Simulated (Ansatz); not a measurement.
I need a single point in a Gaussian basis of C₂H₅BOZn, SMILES BO[CH]1[CH2][Zn]1. Use Ansatz 0.2.0 through its Python package. Settings: RPA, 6-31G* basis, multiplicity 1.

```yaml
atoms:
  - { symbol: B, position_ang: [-0.1504, 0.9051, 1.6159] }
  - { symbol: O, position_ang: [0.5957, -0.0718, 0.9216] }
  - { symbol: C, position_ang: [0.3377, 0.1410, -0.4541] }
  - { symbol: C, position_ang: [0.0690, -1.1595, -1.1159] }
  - { symbol: Zn, position_ang: [-0.8429, 0.2766, -2.2591] }
  - { symbol: H, position_ang: [-1.3083, 0.7260, 1.9326] }
  - { symbol: H, position_ang: [0.3051, 2.0013, 1.8697] }
  - { symbol: H, position_ang: [1.3261, 0.5656, -0.9224] }
  - { symbol: H, position_ang: [-1.0014, -1.4837, -0.7207] }
  - { symbol: H, position_ang: [0.7526, -1.9518, -0.8645] }
```

The script, `c2h5bozn.py`:
```python
import sys
import warnings

import ansatz as az
from ase import Atoms


def main() -> None:
    warnings.simplefilter("ignore", az.DeckWarning)

    atoms = Atoms(["B", "O", "C", "C", "Zn", "H", "H", "H", "H", "H"], positions=[
        (-0.1504, 0.9051, 1.6159),
        (0.5957, -0.0718, 0.9216),
        (0.3377, 0.141, -0.4541),
        (0.069, -1.1595, -1.1159),
        (-0.8429, 0.2766, -2.2591),
        (-1.3083, 0.726, 1.9326),
        (0.3051, 2.0013, 1.8697),
        (1.3261, 0.5656, -0.9224),
        (-1.0014, -1.4837, -0.7207),
        (0.7526, -1.9518, -0.8645),
    ])
    mol = az.Crystal.molecule_from_ase(atoms)

    calc = mol.calculation().basis(gaussian="6-31G*").correlation("rpa")
    try:
        r = calc.run(threads=1, backend="cpu").report
    except az.AnsatzError as error:
        sys.exit(f"{type(error).__name__}: {error}")

    print("reference energy %16.6f eV" % r["reference_energy_ev"])
    print("total energy     %16.6f eV" % r["free_energy_ev"])
    print("occupied (up, down):", r["n_occupied"], " virtual:", r["n_virtual"], " frozen:", r["n_frozen"])

    print("correlation energy", round(r["free_energy_ev"] - r["reference_energy_ev"], 5), "eV")
    cluster = r["correlation"].get("coupled_cluster")
    if cluster:
        print("cycles", cluster["cycles"], " T1 diagnostic", round(cluster["t1_diagnostic"], 4), " largest double", round(cluster["largest_double"], 4))


if __name__ == "__main__":
    main()
```

```console
$ python c2h5bozn.py
reference energy    -53211.871384 eV
total energy        -53236.098475 eV
occupied (up, down): [21, 21]  virtual: [76, 76]  frozen: 9
correlation energy -24.22709 eV
```

Total energies depend on the basis set; only differences at equal settings carry meaning. The geometry is a force-field or estimated start, not a minimum of this method, and the basis set is short of its limit. Inner cores stay frozen, so this is valence correlation. The whole script took 4.7 s on 1 thread of Arm Neoverse V2, with other jobs on the host, peak memory 0.32 GiB.

(Lines on the test bed's own set-up are left out of the output.)
